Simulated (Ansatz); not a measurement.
**C₃H₇BOSi: basis-set convergence**

An exercise on one series of results from a longer session: the logs are not shown, and one member is left open.

Computed with Ansatz 0.2.0, Gaussian basis. Level: one geometry, several basis sets.

Plan: PBE0-D4/def2-SVP; ωB97M-V/def2-SVP; PBE0-D4/def2-QZVPP; ωB97M-V/def2-QZVPP; the functionals' def2-TZVPP values are taken from earlier runs.

### Structure used throughout

The geometry comes from an earlier relaxation with PBE0-D4 in a triple-zeta def2 set; it is a stationary point, not always the lowest conformer.

SMILES `CC#CB(O)[SiH3]`, 13 atoms, charge 0, spin multiplicity 1.

Atoms are counted from 1 here; the program's logs count them from 0.

Bond lengths: C1–C2 1.446 Å, C1–H7 1.093 Å, C1–H8 1.093 Å, C1–H9 1.093 Å, C2–C3 1.211 Å, C3–B4 1.520 Å, B4–O5 1.358 Å, B4–Si6 2.029 Å, O5–H10 0.963 Å, Si6–H11 1.491 Å, Si6–H12 1.489 Å, Si6–H13 1.491 Å. Angles: C2–C1–H7 110.9°, C2–C1–H8 111.2°, C2–C1–H9 110.3°, H7–C1–H8 108.4°, H7–C1–H9 107.8°, H8–C1–H9 108.1°, C1–C2–C3 179.9°, C2–C3–B4 176.3°, C3–B4–O5 121.4°, C3–B4–Si6 119.9°, O5–B4–Si6 118.7°, B4–O5–H10 112.6°, B4–Si6–H11 110.0°, B4–Si6–H12 113.1°, B4–Si6–H13 110.0°, H11–Si6–H12 108.3°, H11–Si6–H13 107.1°, H12–Si6–H13 108.3°.

Coordinates:

```
atom     x (Å)     y (Å)     z (Å)
  C1   0.22758  -2.21401   1.89469
  C2   0.35264  -1.08374   1.00127
  C3   0.45870  -0.13550   0.25524
  B4   0.49535   1.04397  -0.70252
  O5   1.63592   1.75002  -0.91128
 Si6  -1.18649   1.58980  -1.69854
  H7   1.07748  -2.89260   1.78756
  H8  -0.68873  -2.77478   1.69555
  H9   0.19890  -1.87562   2.93385
 H10   2.37767   1.41664  -0.39488
 H11  -1.68523   0.44970  -2.51982
 H12  -0.97881   2.75743  -2.59853
 H13  -2.26458   1.93388  -0.72770
```

Set-up of the first run:

Contents of in.yaml:

```yaml
crystal:
  periodic: [false, false, false]
  atoms:
    - {symbol: C, position_ang: [0.227580, -2.214008, 1.894689]}
    - {symbol: C, position_ang: [0.352636, -1.083744, 1.001275]}
    - {symbol: C, position_ang: [0.458703, -0.135496, 0.255240]}
    - {symbol: B, position_ang: [0.495354, 1.043969, -0.702519]}
    - {symbol: O, position_ang: [1.635922, 1.750024, -0.911276]}
    - {symbol: Si, position_ang: [-1.186487, 1.589800, -1.698542]}
    - {symbol: H, position_ang: [1.077483, -2.892596, 1.787564]}
    - {symbol: H, position_ang: [-0.688730, -2.774776, 1.695550]}
    - {symbol: H, position_ang: [0.198897, -1.875616, 2.933851]}
    - {symbol: H, position_ang: [2.377668, 1.416642, -0.394882]}
    - {symbol: H, position_ang: [-1.685233, 0.449697, -2.519819]}
    - {symbol: H, position_ang: [-0.978810, 2.757429, -2.598529]}
    - {symbol: H, position_ang: [-2.264580, 1.933877, -0.727703]}
basis:
  gaussian: {orbitals: def2-SVP}
hamiltonian: {xc: pbe0, dispersion: d4}
output: {orbitals: {seedname: orbitals}}
```

The run is started by

```sh
> ansatz run in.yaml --threads 4 --pin off --events-out ev --progress --plain --max-ram 10444MiB
```

Among the steps run: PBE0-D4 in def2-SVP; ωB97M-V in def2-SVP; PBE0-D4 in def2-QZVPP; ωB97M-V in def2-QZVPP.

One of the session's tables, all rows but one given; the rest of the session is left out.

It belongs to the step «Functionals by basis». 

```
functional       basis  HOMO (eV)
   PBE0-D4    def2-SVP      -7.44
   PBE0-D4  def2-TZVPP      -7.51
   PBE0-D4  def2-QZVPP      -7.52
   ωB97M-V    def2-SVP      -9.56
   ωB97M-V  def2-TZVPP      -9.65
   ωB97M-V  def2-QZVPP          ?
```

**Question.** Estimate the row for ωB97M-V, def2-QZVPP.

The run gave: HOMO (eV): -9.66. In the column «HOMO (eV)» it is the lowest.
